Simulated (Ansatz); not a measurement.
This script makes an equation of state with a fit of V, space group P6_3/mmc with the Ansatz DFT code, driven from Python.

`v_eos.py`
```python
"""Energy against volume for V, with a fit."""

import argparse

import ansatz as az
import numpy as np
from pymatgen.analysis.eos import EOS

parser = argparse.ArgumentParser(description="Energy against volume for V, with a fit.")
parser.add_argument("--functional", required=True, help="exchange-correlation functional")
parser.add_argument("--smearing-width", type=float, required=True, help="smearing width (eV)")
parser.add_argument("--beta", type=float, required=True, help="density mixing step")
parser.add_argument("--scf-tol", type=float, default=1e-08, help="SCF tolerance (eV)")
parser.add_argument("--extra-bands", type=int, default=4, help="empty bands")
parser.add_argument("--cutoff-ev", type=float, default=500.0, help="plane-wave cutoff (eV)")
parser.add_argument("--mesh", type=int, nargs=3, default=[13, 13, 6], help="k-point sampling")
args = parser.parse_args()

VECTORS = np.array([
    [2.6042941, 0.0, 0.0],
    [-1.30214705, 2.25538485, 0.0],
    [0.0, 0.0, 4.723336],
])
SITES = [
    ("V", [2 / 3, 1 / 3, 0.75], 1.5),
    ("V", [1 / 3, 2 / 3, 0.25], 1.5),
]


def on_lattice(cell):
    crystal = az.Crystal(lattice=az.Lattice.of(cell))
    for symbol, position, moment in SITES:
        crystal = crystal.atom(symbol, position, moment=moment or None)
    return crystal


def main() -> None:
    # scale the volume, keep shape and fractions
    volumes, energies = [], []
    for scale in np.linspace(0.92, 1.08, 7):
        cell = VECTORS * scale ** (1 / 3)
        model = (
            on_lattice(cell).calculation()
            .functional(args.functional)
            .occupations(az.OccupationsMethod.COLD, width=args.smearing_width)
            .spin("collinear")
            .mixing("broyden", ndim=8, beta=args.beta)
            .scf(tolerance=args.scf_tol, extra_bands=args.extra_bands)
            .basis(args.cutoff_ev)
            .kpoints(*args.mesh)
        )
        data = model.run(threads=1, pin="off").report
        volumes.append(abs(np.linalg.det(cell)) / len(SITES))
        energies.append(data["free_energy_ev"] / len(SITES))
        print(f"V = {volumes[-1]:8.4f} A^3/atom  F = {energies[-1]:.5f} eV/atom")

    for form in ["pourier_tarantola", "vinet"]:
        fit = EOS(eos_name=form).fit(volumes, energies)
        print(f"{form:18s} V0 {fit.v0:8.4f} A^3/atom  B0 {fit.b0_GPa:7.1f} GPa  B1 {fit.b1:5.2f}")


if __name__ == "__main__":
    main()
```

Its results, one of them left out:

| V (Å³/atom) | F less the lowest row shown (meV/atom) |
| --- | --- |
| 12.762 | ? |
| 13.132 | 0.00 |
| 13.502 | 0.41 |
| 13.872 | 12.03 |
| 14.242 | 33.45 |
| 14.612 | 63.43 |
| 14.981 | 100.87 |

What is the missing energy at 12.762 Å³ an atom?

A third-order Birch-Murnaghan fit, E = E0 + (9 V0 B0 / 16) [(t - 1)³ B' + (t - 1)² (6 - 4t)] with t = (V0/V)^(2/3), through the 6 rows shown gives V0 = 13.302 Å³, B0 = 187.9 GPa, B' = 3.93 and E0 = -1.31 meV. At V = 12.762 Å³, t = 1.02803, and the fit extrapolates to 12.47 meV. The run gave 12.41 meV, a miss of 0.06 meV.

Notes:
- These settings explore the input space; cutoff and mesh may be short of convergence.
- The SCF didn't keep the moments it started from (some shrank, vanished or turned); what is printed is the state reached.
- Shape and fractional positions are held along the curve, so the bulk modulus is an upper value where they are free to relax, by a factor of two or more in layered or hydrogen-bonded cells.
- For a metal this k-point mesh is coarse: on a finer one energies can move by several to tens of meV an atom and pressures by half a GPa or more, differences at one mesh by less.
- This isn't the structure that V takes at ambient conditions.
- It ran for 2 min on 1 thread of Arm Neoverse N1, with other jobs on the host, peak memory 0.54 GiB.
